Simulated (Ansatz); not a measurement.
# Cu₃Rh, space group I4/mmm: a relaxation followed by a look at the electronic structure

Program: Ansatz's Python interface.

Interactive session:
```pycon
>>> import warnings
>>> import ansatz
>>> from ase import Atoms
>>> import numpy as np
>>> def count_gap(report):
...     # lowest empty less highest filled band, counting bands; zero where they overlap
...     return max(report.get("gap_by_band_count_ev") or 0.0, 0.0)
...
>>> def configured(crystal, spacing):
...     return (
...         crystal.calculation()
...         .occupations(ansatz.OccupationsMethod.FERMI_DIRAC, width=150 * ansatz.meV)  # fractional filling near the Fermi level
...         .basis(35 * ansatz.Ry)
...         .functional("pbesol")
...         .kpoints(spacing=spacing)
...     )
...
>>> warnings.simplefilter("ignore", ansatz.DeckWarning)
>>> atoms = Atoms(
...     ["Cu", "Cu", "Cu", "Rh"],
...     scaled_positions=[
...         [0.75, 0.25, 0.5],
...         [0.25, 0.75, 0.5],
...         [0.5, 0.5, 0.0],
...         [0.0, 0.0, 0.0],
...     ],
...     cell=[
...         [-1.83739, 1.83739, 3.60063],
...         [1.83739, -1.83739, 3.60063],
...         [1.83739, 1.83739, -3.60063],
...     ],
...     pbc=True,
... )
>>> crystal = ansatz.Crystal.from_ase(atoms)
>>> relaxed = configured(crystal, 0.34).relax(cell=True, force_tolerance=0.01, max_steps=40).checkpoint(write="relax.run").run(threads=1)
>>> cell = np.asarray(relaxed.lattice.cell_ang)
>>> print("relaxed edges (A):", np.linalg.norm(cell, axis=1).round(4), " volume:", round(abs(np.linalg.det(cell)), 3), "A^3")
relaxed edges (A): [4.4034 4.4034 4.4034]  volume: 48.056 A^3
>>> for site in relaxed.lattice.sites:
...     print(" ", site.symbol, np.round(site.position_frac, 4) + 0.0)
...
  Cu [0.75 0.25 0.5 ]
  Cu [0.25 0.75 0.5 ]
  Cu [0.5 0.5 0. ]
  Rh [0. 0. 0.]
>>> final = ansatz.Crystal.from_checkpoint("relax.run")
>>> outcome = configured(final, 0.26).stress().band_table().density_of_states(energy_step=0.05).run(threads=1)
>>> data = outcome.report
>>> type(outcome).__name__, type(data).__name__
('RunOutcome', 'dict')
>>> data["converged"], data["free_energy_ev"]
(True, -26104.938165553183)
>>> dos = outcome.density_of_states()
>>> print(f"pressure at the relaxed cell {np.trace(data['stress_gpa']) / 3:.3f} GPa, gap by band count {count_gap(data):.3f} eV")
pressure at the relaxed cell 0.004 GPa, gap by band count 0.000 eV
>>> if count_gap(data) == 0:
...     print("states/eV at the Fermi level:", round(float(np.interp(dos.fermi_ev, dos.energies_ev, dos.spin_summed_g_bin_mean_per_ev)), 3))
...
states/eV at the Fermi level: 1.791
```

Notes:
- Absolute energies stand on the zero of these potentials, so only differences at equal settings mean something. A total without «per atom» is that of the whole cell that was run.
- Only differences from the Fermi energy are physical; the zero of the scale is a convention.
- A Fermi-Dirac width this large means warm electrons, whose thermal share enters the free energy.
- A gap by band count of zero or less means overlapping bands, a metal.
- The structure comes from a database of computed cells and needn't be a stable or known phase.
- Levels are Kohn-Sham eigenvalues on this mesh, without spin-orbit coupling.
- Where the second run takes another functional or mesh than the relaxation, its pressure isn't zero; pressure is positive in compression.
- The density of states is complete only as far up as bands were computed.
- Timing: 66 s on 1 thread of Arm Neoverse V1 (shared host), peak memory 0.56 GiB.
